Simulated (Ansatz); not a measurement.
# C2H8Si: the cost of one run

The runs use Ansatz 0.2.0, Gaussian basis; PBE0-D4/def2-TZVP structures, single points in def2-TZVPP, no counterpoise correction.

Levels: SPW92, PBE-D4, BLYP-D4, r2SCAN-D4, B97M-V, PBE0-D4, B3LYP-D4, r2SCAN0-D4, BHLYP-D4, CAM-B3LYP-D4, wB97X-V, wB97M-V, B2PLYP, PBE-QIDH, RPA on PBE, Hartree-Fock, MP2, CCSD, CCSD(T).

Correlated methods freeze the cores. B3LYP uses VWN-RPA correlation. B2PLYP carries no dispersion term here.

94 further runs of the same task are left out: 94 set aside as unsound or not needed.

## Step 1: Where the work starts

The complex: 13 atoms, charge 0, spin multiplicity 1.

Atoms are counted from 1 here; the program's logs count them from 0.

Bond lengths: Si1–C3 1.865 Å, Si1–C4 1.865 Å, Si1–H5 1.489 Å, Si1–H7 1.508 Å, F2–H6 0.931 Å, C3–H8 1.093 Å, C3–H9 1.093 Å, C3–H10 1.092 Å, C4–H11 1.093 Å, C4–H12 1.092 Å, C4–H13 1.093 Å. Angles: C3–Si1–C4 112.7°, C3–Si1–H5 111.0°, C3–Si1–H7 108.5°, C4–Si1–H5 111.0°, C4–Si1–H7 108.5°, H5–Si1–H7 104.9°, Si1–C3–H8 110.7°, Si1–C3–H9 110.4°, Si1–C3–H10 111.2°, H8–C3–H9 108.2°, H8–C3–H10 108.0°, H9–C3–H10 108.2°, Si1–C4–H11 110.4°, Si1–C4–H12 111.2°, Si1–C4–H13 110.7°, H11–C4–H12 108.2°, H11–C4–H13 108.2°, H12–C4–H13 108.0°.

Geometry (Å):

| atom | x (Å) | y (Å) | z (Å) |
| --- | --- | --- | --- |
| Si1 | -0.0877 | 0.4035 | 0.6853 |
| F2 | 2.4437 | -0.7172 | -1.2174 |
| C3 | -0.6042 | -1.3890 | 0.6987 |
| C4 | -0.5758 | 1.2818 | -0.8864 |
| H5 | -0.6143 | 1.1183 | 1.8802 |
| H6 | 2.1973 | -0.2698 | -0.4394 |
| H7 | 1.4122 | 0.4694 | 0.8233 |
| H8 | -1.6905 | -1.4777 | 0.6181 |
| H9 | -0.1546 | -1.9217 | -0.1427 |
| H10 | -0.2920 | -1.8829 | 1.6213 |
| H11 | -0.1263 | 0.7909 | -1.7529 |
| H12 | -0.2466 | 2.3231 | -0.8753 |
| H13 | -1.6613 | 1.2714 | -1.0126 |

Its parts: C₂H₈Si holds atoms 1, 3, 4, 5, 7, 8, 9, 10, 11, 12, 13; HF holds atoms 2, 6. Each part counts its atoms afresh in its own runs.

## Step 2: Relaxing C₂H₈Si alone

The input, relax-a/in.yaml:

```yaml
crystal:
  periodic: [false, false, false]
  atoms:
    - {symbol: Si, position_ang: [-0.087679, 0.403515, 0.685317]}
    - {symbol: C, position_ang: [-0.604213, -1.388986, 0.698696]}
    - {symbol: C, position_ang: [-0.575795, 1.281787, -0.886416]}
    - {symbol: H, position_ang: [-0.614262, 1.118271, 1.880177]}
    - {symbol: H, position_ang: [1.412206, 0.469401, 0.823263]}
    - {symbol: H, position_ang: [-1.690459, -1.477705, 0.618138]}
    - {symbol: H, position_ang: [-0.154584, -1.921693, -0.142743]}
    - {symbol: H, position_ang: [-0.292010, -1.882924, 1.621329]}
    - {symbol: H, position_ang: [-0.126292, 0.790855, -1.752942]}
    - {symbol: H, position_ang: [-0.246617, 2.323057, -0.875268]}
    - {symbol: H, position_ang: [-1.661283, 1.271443, -1.012627]}
basis:
  gaussian: {orbitals: def2-TZVP}
hamiltonian: {xc: pbe0, dispersion: d4}
relax: {f_tol: 0.005, max_steps: 200}
```

The run is started by

```
$ ansatz run in.yaml --threads 4 --pin off --events-out ev --progress --plain --max-ram 9574MiB
```

**Question.** How long does this run take on 4 threads of AMD EPYC, shared host?

About 16 s.
